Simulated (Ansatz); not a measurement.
# CH7GeNZn: the cost of one run

Method: RKS r2SCAN/def2-SVP, in Ansatz 0.2.0.

### 1 Starting point

Bond lengths: C1–Ge2 1.895 Å, Ge2–N3 1.833 Å, Ge2–Zn4 2.692 Å, C1–H5 1.163 Å, C1–H6 1.149 Å, C1–H7 1.104 Å, Ge2–H8 1.517 Å, N3–H9 1.028 Å, N3–H10 1.067 Å, Zn4–H11 0.697 Å. Angles (14 of 16 angles, heavy atoms first): C1–Ge2–N3 108.2°, C1–Ge2–Zn4 109.7°, N3–Ge2–Zn4 108.0°, C1–Ge2–H8 110.6°, N3–Ge2–H8 108.4°, Zn4–Ge2–H8 111.9°, Ge2–C1–H5 110.3°, Ge2–C1–H6 112.0°, Ge2–C1–H7 113.4°, Ge2–N3–H9 110.3°, Ge2–N3–H10 109.1°, Ge2–Zn4–H11 6.9°, H5–C1–H6 104.9°, H5–C1–H7 107.8°.

As a file:

```xyz
11

C    -0.5549    1.1200   -0.6422
Ge   -0.2859   -0.4267    0.4196
N     1.4061   -0.3514    1.1198
Zn   -0.4519   -2.6254   -1.1246
H    -1.6258    1.1163   -1.0952
H    -0.5021    2.0835   -0.0187
H     0.1640    1.2106   -1.4748
H    -1.2777   -0.4649    1.5666
H     2.0989   -0.2465    0.3681
H     1.5057    0.5397    1.6976
H    -0.4111   -2.0123   -0.7956
```

### 2 End point A

File input.yaml:

```yaml
crystal:
  periodic: [false, false, false]
  atoms:
    - { symbol: C, position_ang: [-0.5549, 1.12, -0.6422] }
    - { symbol: Ge, position_ang: [-0.2859, -0.4267, 0.4196] }
    - { symbol: "N", position_ang: [1.4061, -0.3514, 1.1198] }
    - { symbol: Zn, position_ang: [-0.4519, -2.6254, -1.1246] }
    - { symbol: H, position_ang: [-1.6258, 1.1163, -1.0952] }
    - { symbol: H, position_ang: [-0.5021, 2.0835, -0.0187] }
    - { symbol: H, position_ang: [0.164, 1.2106, -1.4748] }
    - { symbol: H, position_ang: [-1.2777, -0.4649, 1.5666] }
    - { symbol: H, position_ang: [2.0989, -0.2465, 0.3681] }
    - { symbol: H, position_ang: [1.5057, 0.5397, 1.6976] }
    - { symbol: H, position_ang: [-0.4111, -2.0123, -0.7956] }
basis:
  gaussian: { orbitals: def2-SVP }
hamiltonian:
  xc: r2scan
relax:
  f_tol: 0.015
  max_steps: 40
output:
  orbitals: {}
```

The run is started by

```
$ ansatz run input.yaml --threads 2 --pin off --max-ram 3072MiB --backend cpu --events-out ev --progress --plain --runs-dir out
```

Q: Estimate wall time and peak memory on 2 threads of Arm Neoverse V1, shared host.

About 2.2 min, with a peak of 0.21 GiB.
